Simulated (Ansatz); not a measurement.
# GaH3S: the cost of one run

Computed with Ansatz 0.2.0, Gaussian basis. Level: PBE0-D4/def2-SVP.

### Step 1. The system as given

The start, a first-order saddle point found at PBE0-D4 in triple zeta: 5 atoms, charge 0, spin multiplicity 1.

Atoms are counted from 1 here; the program's logs count them from 0.

Bond lengths: Ga1–S2 2.557 Å, Ga1–H3 1.639 Å, Ga1–H4 1.583 Å, S2–H5 1.343 Å. Angles: S2–Ga1–H3 44.1°, S2–Ga1–H4 98.9°, H3–Ga1–H4 137.6°, Ga1–S2–H5 95.4°.

Coordinates:

```xyz
5
GaH3S
Ga   -0.4651   -0.8195    0.8079
S     0.3029    0.7897   -1.0243
H     0.9519   -0.4824    0.0554
H    -1.9984   -0.9129    0.4251
H     1.2088    1.4252   -0.2641
```

### Step 2. Dynamics

File md/in.yaml:

```yaml
crystal:
  periodic: [false, false, false]
  atoms:
    - {symbol: Ga, position_ang: [-0.465148, -0.819547, 0.807877]}
    - {symbol: S, position_ang: [0.302890, 0.789662, -1.024281]}
    - {symbol: H, position_ang: [0.951926, -0.482392, 0.055425]}
    - {symbol: H, position_ang: [-1.998368, -0.912858, 0.425118]}
    - {symbol: H, position_ang: [1.208800, 1.425235, -0.264139]}
basis:
  gaussian: {orbitals: def2-SVP}
hamiltonian: {xc: pbe0, dispersion: d4}
md: {n_steps: 30, timestep: 0.25, temperature: 1000, ensemble: nvt_nose_hoover, seed: 461, initial_velocities: maxwell_boltzmann}
```

Launch:

```console
ansatz run in.yaml --threads 2 --pin off --events-out ev --progress --plain --max-ram 4352MiB
```

**Question.** How long does this run take on 2 threads of Arm Neoverse V2, shared host?

About 30 s.
